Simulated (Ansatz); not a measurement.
Tl3Cu in Ansatz: convergence with k mesh

Tl3Cu:

```
Tl Cu
1.0
    -2.28607    2.28607    4.98630
     2.28607   -2.28607    4.98630
     2.28607    2.28607   -4.98630
Tl Cu
3 1
Direct
  0.50000 0.50000 0.00000
  0.25000 0.75000 0.50000
  0.75000 0.25000 0.50000
  0.00000 0.00000 0.00000
```

The cell comes from a database or a generator and needn't be the stable form of this composition.

| Quantity | Value |
| --- | --- |
| Program | Ansatz 0.2.0 |
| Task | convergence study |
| Functional | LDA |
| Potentials or basis | JTH PAW |
| Cutoff | 1800 eV (not typed: the program's choice for these potentials) |
| k mesh | 3 × 3 × 3 |
| Occupations | cold, width 0.05 eV |
| Spin | no spin polarisation |

These are the settings of the first run; the series varies k mesh, with any setting tied to it.

Hardware: 2 threads of Arm Neoverse V2 (shared host).

```tsv
k mesh	energy less the tightest run, at zero smearing (meV/atom)	pressure (GPa)	SCF cycles	CPU time (s)	peak memory (GiB)
3 × 3 × 3	45.27	-4.35	10	11	0.91
4 × 4 × 4	6.52	-4.83	11	23	1
5 × 5 × 5	-1.82	-4.61	11	32	1.1
6 × 6 × 6	-8.92	-4.80	12	51	1.3
7 × 7 × 7	-3.25	-4.72	11	66	1.4
9 × 9 × 9	-3.71	-4.85	11	120	2
11 × 11 × 11	0.08	-4.86	11	200	2.7
13 × 13 × 13	0.00	-4.83	11	310	3.8
```

Against the tightest run, the energy stays within 1 meV/atom from 11 × 11 × 11 on; the pressure stays within 0.1 GPa from 9 × 9 × 9 on. Meshes of other sizes hit other points, so gaps and Fermi surfaces needn't settle smoothly. The tightest run that finished is the yardstick and may itself not be fully converged.

Spin-orbit coupling is left out, which matters for the levels of Tl.
